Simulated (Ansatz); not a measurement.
**CH3FOSi: short molecular-dynamics run from a Python script**

Aim: a short molecular-dynamics run, for CH3FOSi, run from a script.

Program: Ansatz 0.2.0, driven from Python. Level of theory: B3LYP/def2-SVP. These are calculated values, not measurements.

### 1 Starting point

Bond lengths: O1–C2 1.275 Å, C2–Si3 1.877 Å, Si3–F4 1.569 Å, C2–H5 1.116 Å, Si3–H6 1.479 Å, Si3–H7 1.544 Å. Angles: O1–C2–Si3 121.8°, O1–C2–H5 122.3°, Si3–C2–H5 115.8°, C2–Si3–F4 109.5°, C2–Si3–H6 113.3°, C2–Si3–H7 110.4°, F4–Si3–H6 111.1°, F4–Si3–H7 104.9°, H6–Si3–H7 107.4°.

Input file ch3fosi.xyz:

```xyz
7

O     0.64110   -1.82070    0.88070
C     0.16770   -1.13840   -0.08660
Si   -0.14420    0.70640    0.06230
F    -0.58760    1.27620   -1.33120
H    -0.05770   -1.59010   -1.08170
H    -1.12550    1.05010    1.11450
H     1.16750    1.44840    0.39610
```

### 2 The script

File ch3fosi_md.py:

```python
"""Molecular dynamics of one CH3FOSi molecule."""

import ansatz as az
import numpy as np

BASIS = "def2-SVP"
XC = "b3lyp"
N_STEPS = 40
TEMPERATURE_K = 800


def main() -> None:
    system = az.Crystal.molecule_from_extxyz("ch3fosi.xyz")

    calc = system.calculation()
    calc = calc.basis(gaussian=BASIS).functional(XC)
    calc = calc.scf(lower_state_search="off")
    calc = calc.md("nvt_nose_hoover", timestep=0.25, steps=N_STEPS, temperature=TEMPERATURE_K, initial_velocities="maxwell_boltzmann", seed=33, thermostat_time=50)
    frames = []
    calc.session().plan().execute(on_event=lambda e: frames.append(e["data"]) if e["event"] == "md_step" else None)
    print("t (fs)   E_pot (eV)      E_kin (eV)   T (K)   d(0-1) (A)")
    for f in frames[::1]:
        xyz = np.array(f["positions_ang"])
        print(f"{f['time_fs']:6.2f} {f['lagrangian_ev']:14.5f} {f['e_kin_ev']:10.5f} {f['temperature_k']:8.1f} {np.linalg.norm(xyz[0] - xyz[1]):9.4f}")
    kept = np.array([f["conserved_ev"] for f in frames])
    print(f"conserved energy moves by at most {1000 * np.ptp(kept):.3f} meV")


if __name__ == "__main__":
    main()
```

### 3 Running it

On the command line:

```sh
python ch3fosi_md.py
```

Without the output at hand: what should come out? Wanted: total energy; dipole moment; mean temperature, second half; farthest move; largest change of the conserved energy.

The runs gave:

```
                              quantity            value
                          total energy   -13721.1274 eV
                         dipole moment           1.04 D
                     length of the run  40 steps, 10 fs
         mean temperature, second half            694 K
                         farthest move           0.35 Å
largest change of the conserved energy    0.05 meV/atom
```

What this shows: The temperature swings between 583 and 1182 K, with a mean of 694 K in the second half; 7 atoms fluctuate widely. The conserved energy stays within 0.05 meV/atom, so the time step holds. 10 fs show the first vibrations only, not equilibrium. These settings explore the input space; basis and method may be short of convergence. The trajectory is only some femtoseconds long, and gives no averages; where the script doesn't relax first, it starts from a rough generated geometry. b3lyp holds the VWN-RPA fit, as in Gaussian; the form of ORCA and Turbomole is b3lyp5.
